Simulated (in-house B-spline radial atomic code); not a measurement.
# Ga¹¹⁺: density, ELF and screening along the radius

Aim: the shell structure of Ga¹¹⁺ in the radial density, the electron localisation function and the screened nuclear charge, under several settings.

Method: several methods, spin-polarised, as named in each step; spherical all-electron atom at the radial basis limit. Code: in-house B-spline radial atomic code version 1.

## 1. The atom as given

* element: gallium (Z = 31)
* charge: +11
* electrons: 20
* configuration: [Ne] 3s2 3p5 3d2 4s1
* nucleus: point (non-relativistic runs) or finite (X2C runs)

The outer shells:

[Ne] 3s2 3p5 3d2 4s1
```
[Ne] core
3s [↑↓]
3p [↑↓][↑↓][↑ ]
3d [↑ ][↑ ][  ][  ][  ]
4s [↑ ]
```

Where spins are not typed, each open shell is filled with up spins first.

## 2. Hartree-Fock, non-rel., [Ne] 3s2 3p5 3d2 4s1

Input settings:

```ini
Z = 31
electrons = 20.0
configuration = [Ne] 3s2 3p5 3d2 4s1
hamiltonian = nr
method = hf
spin_polarised = True
```

Launch:

```sh
$ python run_scf.py task.json out
```

The settings of every run stand in task.json; they run in order.

Results of the run (chosen fields of its result record, rounded):

```text
{
  "status": "converged",
  "scf [iteration, energy, orbital gradient]": [
    [1, -1852.75598101, 1.09],
    [2, -1865.74371168, 0.229],
    [3, -1866.12591436, 0.0932],
    [4, -1866.19147509, 0.0389],
    [5, -1866.20475792, 0.00735],
    [6, -1866.20518021, 0.000464],
    [7, -1866.20518107, 4.95e-05],
    [8, -1866.20518108, 2.28e-06],
    [9, -1866.20518108, 5.6e-08]
  ],
  "energy [hartree]": {"total": -1866.20518108, "kinetic": 1866.20518093, "nuclear": -4221.26911946, "coulomb": 549.900383975, "exact_exchange": -61.0416265278},
  "orbitals [hartree, bohr; first row names the columns]": [
    ["name", "occ", "eps", "<r>", "<r^2>", "<1/r>", "r_max", "density_at_nucleus", "spin_orbit_zeta"],
    ["1s up", 1.0, -391.52673, 0.049418, 0.0032724, 30.505, 0.032626, 9179.0, "-"],
    ["1s down", 1.0, -391.43649, 0.049413, 0.0032715, 30.507, 0.032625, 9180.0, "-"],
    ["2s up", 1.0, -61.003454, 0.21981, 0.056856, 6.7322, 0.18508, 887.97, "-"],
    ["2s down", 1.0, -60.750757, 0.2193, 0.056539, 6.744, 0.18499, 890.46, "-"],
    ["2p up", 3.0, -55.329947, 0.19124, 0.044654, 6.6645, 0.14784, "-", 0.65341],
    ["2p down", 3.0, -55.062418, 0.191, 0.044522, 6.6694, 0.14783, "-", 0.65424],
    ["3s up", 1.0, -17.369789, 0.59227, 0.39911, 2.4082, 0.54087, 165.85, "-"],
    ["3s down", 1.0, -16.698931, 0.59917, 0.40839, 2.3663, 0.54402, 158.56, "-"],
    ["3p up", 3.0, -15.309211, 0.59187, 0.40407, 2.3105, 0.53142, "-", 0.11292],
    ["3p down", 2.0, -14.788372, 0.59652, 0.41049, 2.2892, 0.53373, "-", 0.11053],
    ["3d up", 2.0, -12.357511, 0.55729, 0.36483, 2.1629, 0.4548, "-", 0.012445],
    ["4s up", 1.0, -7.1637807, 1.2839, 1.8395, 1.0691, 1.2341, 41.021, "-"]
  ],
  "sum_r [bohr^k]": {"-1": 136.17, "1": 8.243252, "2": 5.797331},
  "density_at_nucleus [bohr^-3]": 20502.83,
  "spin_density_at_nucleus [bohr^-3]": 44.73945,
  "mass_velocity [hartree]": -71.69671,
  "darwin [hartree]": 53.16504,
  "specific_mass_shift [hartree m_e]": -430.6817,
  "radius_at_0.001 [bohr]": 2.271,
  "radius_enclosing_fraction [bohr]": {"0.5": 0.3147, "0.9": 0.844, "0.99": 1.62},
  "slater [hartree]": {
    "F0(3p up,3p up)": 1.5198,
    "F2(3p up,3p up)": 0.77345,
    "F0(3p up,3p down)": 1.5139,
    "F2(3p up,3p down)": 0.77049,
    "F0(3p up,3d up)": 1.5591,
    "F2(3p up,3d up)": 0.76517,
    "G1(3p up,3d up)": 0.88083,
    "G3(3p up,3d up)": 0.56842,
    "F0(3p down,3p down)": 1.508,
    "F2(3p down,3p down)": 0.76761,
    "F0(3p down,3d up)": 1.5526,
    "F2(3p down,3d up)": 0.76141,
    "F0(3d up,3d up)": 1.6262,
    "F2(3d up,3d up)": 0.821,
    "F4(3d up,3d up)": 0.52638
  }
}
```

Wall time 0.33 s (1 thread, shared host).

radius_at_0.001 is where the density falls to 0.001 electrons per bohr³.

The record's radial tables, every 2nd point:

```
r (bohr)  4πr²n (1/bohr)     ELF  screened charge r·V (e)  reduced gradient s  4πr²(n↑−n↓)
 0.00618           6.710  0.9995                    30.17              0.4150      0.01467
 0.00900           11.96  0.9992                    29.80              0.4390      0.02622
  0.0131           19.67  0.9983                    29.28              0.4758      0.04364
  0.0191           28.96  0.9953                    28.57              0.5329      0.06680
  0.0279           36.36  0.9800                    27.62              0.6200      0.09622
  0.0406           37.14  0.8711                    26.43              0.7289       0.1488
  0.0592           32.06  0.4420                    24.94              0.7316       0.2933
  0.0862           31.73  0.3117                    23.10              0.4097       0.6171
   0.126           41.17  0.6820                    20.89              0.3076       0.9917
   0.183           40.88  0.8227                    18.59              0.5327        1.134
   0.267           22.86  0.3736                    16.42              0.8164        2.147
   0.389           16.83  0.2935                    14.36              0.2858        5.236
   0.566           18.26  0.8041                    12.54              0.4900        5.616
   0.826           7.549  0.4901                    11.51               1.164        2.330
    1.20           1.881  0.1505                    11.13               1.435        1.380
    1.75          0.4659  0.8795                    11.01               3.029       0.4594
    2.55         0.01837  0.9891                    11.00               14.64      0.01836
    3.72         0.00004  0.9856                    11.00               168.2      0.00004
```

## 3. Hartree-Fock, X2C, [Ne] 3s2 3p5 3d2 4f1

Input settings:

```ini
Z = 31
electrons = 20.0
configuration = [Ne] 3s2 3p5 3d2 4f1
hamiltonian = x2c
method = hf
spin_polarised = True
nucleus = fermi
rms_radius = 3.9973
mass_number = 69
atomic_mass = 68.925573528
speed_of_light = 137.035999084
```

Result record:

```text
{
  "status": "converged",
  "iterations": 9,
  "energy [hartree]": {"total": -1882.86328879, "kinetic": 1922.60612834, "nuclear": -4297.74991959, "coulomb": 553.881704039, "exact_exchange": -61.601201572},
  "orbitals [hartree, bohr; first row names the columns]": [
    ["name", "occ", "eps", "<r>"],
    ["1s up", 1.0, -396.55113, 0.048215],
    ["1s down", 1.0, -396.48566, 0.048207],
    ["2s up", 1.0, -62.196576, 0.21594],
    ["2s down", 1.0, -61.981463, 0.21536],
    ["2p up", 3.0, -55.675094, 0.18957],
    ["2p down", 3.0, -55.422839, 0.18934],
    ["3s up", 1.0, -17.607332, 0.58679],
    ["3s down", 1.0, -16.972952, 0.5908],
    ["3p up", 3.0, -15.409947, 0.58827],
    ["3p down", 2.0, -14.893974, 0.59232],
    ["3d up", 2.0, -12.38085, 0.55736],
    ["4f up", 1.0, -4.714381, 1.3712]
  ],
  "sum_r [bohr^k]": {"-1": 139.9463, "1": 8.277421, "2": 6.025427}
}
```

Run time: 0.55 s. Hardware: 1 thread, shared host.

Fields along the radius, from the same record (one point in 4):

| r (bohr) | 4πr²n (1/bohr) | ELF | screened charge r·V (e) | reduced gradient s | 4πr²(n↑−n↓) |
| --- | --- | --- | --- | --- | --- |
| 0.00628 | 8.231 | 0.9995 | 30.13 | 0.5181 | 0.00006 |
| 0.0134 | 22.15 | 0.9981 | 29.21 | 0.5222 | 0.003203 |
| 0.0286 | 37.52 | 0.9747 | 27.51 | 0.6495 | 0.04376 |
| 0.0612 | 31.50 | 0.3850 | 24.75 | 0.7079 | 0.3271 |
| 0.131 | 42.51 | 0.7273 | 20.61 | 0.3286 | 0.8508 |
| 0.279 | 20.67 | 0.2872 | 16.17 | 0.8075 | 2.437 |
| 0.596 | 17.35 | 0.8053 | 12.34 | 0.5474 | 5.314 |
| 1.27 | 1.281 | 0.02185 | 11.13 | 1.701 | 0.9982 |
| 2.72 | 0.03770 | 0.0009465 | 11.00 | 8.831 | 0.03770 |

## 4. PBE, X2C, [Ne] 3s2 3p5 3d3

The settings differ from step 3 so:

```diff
@@ -2,5 +2,5 @@
 electrons = 20.0
-configuration = [Ne] 3s2 3p5 3d2 4f1
+configuration = [Ne] 3s2 3p5 3d3
 hamiltonian = x2c
-method = hf
+method = pbe,pbe
 spin_polarised = True
```

Result record:

```text
{
  "status": "converged",
  "iterations": 9,
  "energy [hartree]": {"total": -1890.51872787, "kinetic": 1929.5184758, "nuclear": -4326.27017603, "coulomb": 571.978298983, "xc": -65.7453266127},
  "orbitals [hartree, bohr; first row names the columns]": [
    ["name", "occ", "eps", "<r>"],
    ["1s up", 1.0, -387.37885, 0.048236],
    ["1s down", 1.0, -387.34899, 0.048233],
    ["2s up", 1.0, -58.256739, 0.21713],
    ["2s down", 1.0, -58.092522, 0.21672],
    ["2p up", 3.0, -52.26714, 0.19023],
    ["2p down", 3.0, -52.12767, 0.18982],
    ["3s up", 1.0, -15.867465, 0.59449],
    ["3s down", 1.0, -15.541628, 0.59791],
    ["3p up", 3.0, -13.993982, 0.59566],
    ["3p down", 2.0, -13.668683, 0.60002],
    ["3d up", 3.0, -11.035643, 0.56949]
  ],
  "sum_r [bohr^k]": {"-1": 140.8669, "1": 7.558319, "2": 4.405539}
}
```

Wall time 0.29 s (1 thread, shared host).

The record's radial tables, every 4th point:

```csv
r (bohr),4πr²n (1/bohr),ELF,screened charge r·V (e),reduced gradient s,4πr²(n↑−n↓)
0.00509,5.982,0.9996,30.29,0.5374,-0.0002714
0.0101,15.89,0.9990,29.62,0.5091,0.0003322
0.0202,31.87,0.9938,28.39,0.5739,0.01249
0.0401,37.25,0.8623,26.39,0.7413,0.1128
0.0798,31.06,0.2931,23.39,0.4700,0.5241
0.159,43.67,0.8113,19.26,0.4314,1.105
0.316,18.31,0.1955,15.19,0.6100,4.535
0.630,17.18,0.8143,11.79,0.6098,6.078
1.25,0.6667,0.09192,11.01,4.138,0.2849
```

## 5. PBE, non-rel., [Ne] 3s2 3p5 3d2 4d1

Input settings:

```ini
Z = 31
electrons = 20.0
configuration = [Ne] 3s2 3p5 3d2 4d1
hamiltonian = nr
method = pbe,pbe
spin_polarised = True
```

Result record:

```text
{
  "status": "converged",
  "iterations": 9,
  "energy [hartree]": {"total": -1865.28946979, "kinetic": 1864.47650346, "nuclear": -4217.50138821, "coulomb": 551.312275804, "xc": -63.5768608443},
  "orbitals [hartree, bohr; first row names the columns]": [
    ["name", "occ", "eps", "<r>"],
    ["1s up", 1.0, -383.5406, 0.049437],
    ["1s down", 1.0, -383.51035, 0.049434],
    ["2s up", 1.0, -58.048988, 0.22088],
    ["2s down", 1.0, -57.907627, 0.22053],
    ["2p up", 3.0, -52.908534, 0.19165],
    ["2p down", 3.0, -52.787493, 0.19133],
    ["3s up", 1.0, -16.204588, 0.59632],
    ["3s down", 1.0, -15.932244, 0.59858],
    ["3p up", 3.0, -14.496555, 0.59143],
    ["3p down", 2.0, -14.220888, 0.59418],
    ["3d up", 2.0, -11.66191, 0.55753],
    ["4d up", 1.0, -5.4021628, 1.3622]
  ],
  "sum_r [bohr^k]": {"-1": 136.0484, "1": 8.324103, "2": 6.079643}
}
```

It took 0.17 s on 1 thread, shared host.

The record's radial tables, every 4th point:

| r (bohr) | 4πr²n (1/bohr) | ELF | screened charge r·V (e) | reduced gradient s | 4πr²(n↑−n↓) |
| --- | --- | --- | --- | --- | --- |
| 0.00627 | 6.856 | 0.9995 | 30.16 | 0.4165 | -0.0002676 |
| 0.0134 | 20.16 | 0.9982 | 29.25 | 0.4793 | 0.001798 |
| 0.0286 | 36.56 | 0.9772 | 27.56 | 0.6269 | 0.03816 |
| 0.0610 | 31.72 | 0.4128 | 24.81 | 0.7153 | 0.3094 |
| 0.130 | 41.71 | 0.7046 | 20.70 | 0.3199 | 0.8786 |
| 0.278 | 21.51 | 0.3147 | 16.20 | 0.7936 | 2.712 |
| 0.593 | 17.29 | 0.8061 | 12.38 | 0.5494 | 5.130 |
| 1.27 | 1.418 | 0.04546 | 11.14 | 1.439 | 1.119 |
| 2.70 | 0.02859 | 0.002584 | 11.00 | 11.03 | 0.02859 |

## 6. The runs side by side

| run | total energy (hartree) | highest level (eV) | radius holding 50 / 90 / 99 % (bohr) | radius at n = 0.001 (bohr) | ELF minima on the full grid (bohr) |
| --- | --- | --- | --- | --- | --- |
| Hartree-Fock, non-rel., [Ne] 3s2 3p5 3d2 4s1 | -1866.2052 | -194.94 | 0.315 / 0.844 / 1.62 | 2.27 | 0.071, 0.32, 1.2 |
| Hartree-Fock, X2C, [Ne] 3s2 3p5 3d2 4f1 | -1882.8633 | -128.28 | 0.313 / 0.838 / 1.76 | 2.49 | 0.074, 0.34 |
| PBE, X2C, [Ne] 3s2 3p5 3d3 | -1890.5187 | -300.30 | 0.308 / 0.767 / 1.14 | 1.67 | 0.080, 0.32 |
| PBE, non-rel., [Ne] 3s2 3p5 3d2 4d1 | -1865.2895 | -147.00 | 0.314 / 0.844 / 1.75 | 2.44 | 0.074, 0.34, 1.3 |

In the first run ELF has 3 minima on the grid, which mark the borders between shells. On the record's full grid the screened charge (r times the electrostatic potential) falls from 30.9 near the nucleus to 11.00 at 4.5 bohr; far out it tends to the net charge, 11. The radius that holds 99 % of the electrons runs from 1.14 bohr (PBE, X2C, [Ne] 3s2 3p5 3d3) to 1.76 bohr (Hartree-Fock, X2C, [Ne] 3s2 3p5 3d2 4f1). The grid is coarse (about 21 % a step), so the places of minima are rough. For X2C runs ELF uses the non-relativistic kinetic energy density, and the fields carry no picture-change correction.
